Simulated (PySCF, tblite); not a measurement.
# C6H9O2 radical: geometry, infrared bands and EPR parameters

Wanted: the infrared bands and EPR parameters of C6H9O2 radical (`CC/C(C)=C/O[C]=O`), by calculation.

The runs use tblite 0.8.0 and PySCF 2.14.0, with density-fitted response routines of our own; the level of theory stands in each step. All values are computed, except where a source is named. Atoms are numbered from 0 throughout.

## 1. The molecule as given

17 atoms, charge 0, multiplicity 2; geometry from: force field or distance geometry start.

Bonds of the start (Å): C0–C1 1.52, C1–C2 1.53, C2–C3 1.49, C2–C4 1.34, C4–O5 1.37, O5–C6 1.34, C6–O7 1.18, C0–H8 1.10, C0–H9 1.09, C0–H10 1.10, C1–H11 1.09, C1–H12 1.09, C3–H13 1.10, C3–H14 1.09, C3–H15 1.08, C4–H16 1.09.

## 2. Geometry optimisation with GFN2-xTB

The job: settings as JSON, then the geometry in Å.

```
{"job": {"kind": "relax", "xc": "GFN2-xTB", "basis": "xTB"}, "charge": 0, "multiplicity": 2}
C     -2.101500     0.710000     0.672100
C     -1.107100     0.555700    -0.466000
C      0.125100    -0.247900    -0.040000
C     -0.091600    -1.713900     0.147200
C      1.310600     0.351300     0.108400
O      2.445000    -0.326300     0.458700
C      3.505200     0.486500     0.536600
O      4.437200     1.209700     0.612100
H     -2.942100     1.333500     0.344000
H     -1.658100     1.191900     1.549500
H     -2.522300    -0.254100     0.986400
H     -1.586000     0.059000    -1.310800
H     -0.812300     1.550700    -0.793600
H     -0.761700    -1.905900     0.994500
H      0.839800    -2.245000     0.364200
H     -0.530300    -2.165500    -0.732000
H      1.443000     1.422500    -0.054900
```

The run is started by

```
> OMP_NUM_THREADS=1 python probes_run.py task.json out
```

This one command runs all jobs of the session in turn.

**Question.** This job is followed by: GFN2-xTB harmonic vibrations, gas phase; UKS B3LYP, pcH-1 on C H O, non-relativistic, mean-field spin-orbit, GIAO. Predict these results of the whole session: strongest single infrared mode (GFN2-xTB); zero-point energy (GFN2-xTB); g(iso) (B3LYP); ⟨S²⟩; largest a(iso) (averaged by class); potential on the surface of density 0.002 e/bohr³, 1st and 99th percentile.

**Answer**, as computed:

| quantity | value |
| --- | --- |
| strongest single infrared mode (GFN2-xTB) | 1848 cm⁻¹, 787 km/mol |
| zero-point energy (GFN2-xTB) | 85.3 kcal/mol |
| g(iso) (B3LYP) | 2.00123 |
| ⟨S²⟩ | 0.753 (exact 0.75) |
| largest a(iso) (averaged by class) | 13C on C6, 621.6 MHz |
| potential on the surface of density 0.002 e/bohr³, 1st and 99th percentile | -1.42 V and 1.05 V |

Relaxing lowered the energy by 1.080 eV in 49 steps; the close pair that moved most is O5–C6, from 1.338 to 1.283 Å. The lowest mode is slightly imaginary (18i cm⁻¹), a soft motion within the noise of the Hessian, so the minimum is not strictly shown. The strongest single mode, at 1848 cm⁻¹, moves mainly C6 and O7. GFN2-xTB is a fitted tight-binding method: band positions and strengths are rough. Its intensities can rank the bands wrongly. The largest share of the spin, 0.71 e, sits on C6. The isotropic g lies 1.1 ppt below the free-electron value. These values are for one conformer; the search (at its own cheap level) found 2 more, at 0.46, 0.98 kcal/mol, and measured spectra average over such forms.
